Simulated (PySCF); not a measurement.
# C2H5F2NSi: the cost of one run

The runs use PySCF 2.14.0, with density-fitted response routines of our own; the level of theory stands in each step. All values are computed, except where a source is named. Atoms count from 0, in the outputs and in this text.

## 1. The molecule as given

11 atoms, charge 0, multiplicity 1; geometry from: PBE0-D3(BJ)/def2-SVP.

Bonds of the start (Å): F0–C1 1.35, C1–F2 1.35, C1–C3 1.51, C3–N4 1.26, N4–Si5 1.76, C1–H6 1.10, C3–H7 1.11, Si5–H8 1.50, Si5–H9 1.49, Si5–H10 1.49.

## 2. Ultraviolet spectrum: PBE0/def2-TZVP

Job settings and geometry (Å):

```
{"job": {"kind": "uv", "xc": "PBE0", "basis": "def2-TZVP"}, "charge": 0, "multiplicity": 1}
F     -2.538279    -0.624473    -1.127982
C     -1.990319     0.037680    -0.086541
F     -2.619578    -0.369803     1.036729
C     -0.527974    -0.318845     0.009143
N      0.359390     0.574025    -0.049849
Si     2.094140     0.282969     0.052414
H     -2.130421     1.123092    -0.219800
H     -0.343140    -1.409648     0.131326
H      2.413691    -1.172886     0.219753
H      2.710911     0.798453    -1.201761
H      2.609738     1.053446     1.218369
```

Method: TDDFT PBE0/def2-TZVP, vertical, gas phase, core orbitals frozen in the response.

The run is started by

```console
> OMP_NUM_THREADS=1 python probes_run.py task.json out
```

This one command runs all jobs of the session in turn.

Q: Estimate the wall time and peak memory of this first job on 1 thread of Arm Neoverse V1, shared host.

About 34 s, with a peak of 0.9 GiB.
